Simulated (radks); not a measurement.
# The Coulomb parameter U of the 3d shell of Fe³⁺

Aim: U as the second difference [E(n + 1) + E(n − 1) − 2E(n)]/1², with all orbitals relaxed. Bare: the atom's charge changes with n. Screened: the 4s shell takes up the change. The start is a model configuration, not necessarily the ground state.

Method: scalar-relativistic Kohn-Sham, BLYP, spin-unpolarised, spherical densities, finite nucleus. Code: radks (a radial shooting solver on a logarithmic mesh, Libxc functionals) version 1.

## Step 1: Starting point

| Property | Result |
| --- | --- |
| element | iron (Z = 26) |
| charge | +3 |
| electrons | 23 |
| configuration | [Ar] 3d4 4s1 |
| nuclear rms radius | 3.7377 fm |

Outer shells as boxes (Hund's rule):

Fe³⁺
```
[Ar] core
3d [↑ ][↑ ][↑ ][↑ ][  ]
4s [↑ ]
```

## Step 2: Start: [Ar] 3d4 4s1

Input:

```text
Z 26
configuration [Ar] 3d4 4s1
relativity scalar-relativistic
functional b88,lyp
spin unpolarised
nucleus finite rms 3.7377 fm
c 137.035999084
```

## Step 3: Bare +1: [Ar] 3d5 4s1

Settings, as their differences from step 2:

```diff
@@ -1,3 +1,3 @@
 Z 26
-configuration [Ar] 3d4 4s1
+configuration [Ar] 3d5 4s1
 relativity scalar-relativistic
```

## Step 4: Bare -1: [Ar] 3d3 4s1

Settings, as their differences from step 3:

```diff
@@ -1,3 +1,3 @@
 Z 26
-configuration [Ar] 3d5 4s1
+configuration [Ar] 3d3 4s1
 relativity scalar-relativistic
```

## Step 5: Screened +1: [Ar] 3d5

Settings, as their differences from step 4:

```diff
@@ -1,3 +1,3 @@
 Z 26
-configuration [Ar] 3d3 4s1
+configuration [Ar] 3d5
 relativity scalar-relativistic
```

## Step 6: Screened -1: [Ar] 3d3 4s2

Settings, as their differences from step 5:

```diff
@@ -1,3 +1,3 @@
 Z 26
-configuration [Ar] 3d5
+configuration [Ar] 3d3 4s2
 relativity scalar-relativistic
```

What does the calculation give?

**Answer**, as computed:

| quantity | value (eV) |
| --- | --- |
| U, bare | 20.043 |
| U, screened by 4s | 5.251 |
| F0(3d,3d), frozen orbitals | 26.660 |

**Reading.** Relaxing the orbitals brings U down to 75 % of the Slater integral F0. Letting 4s compensate leaves 26 % of the bare value; this second difference measures U(3d,3d) + U(4s,4s) − 2U(3d,4s). A solid screens further than the bare atom, so the bare value is an upper guide for the U of a crystal.
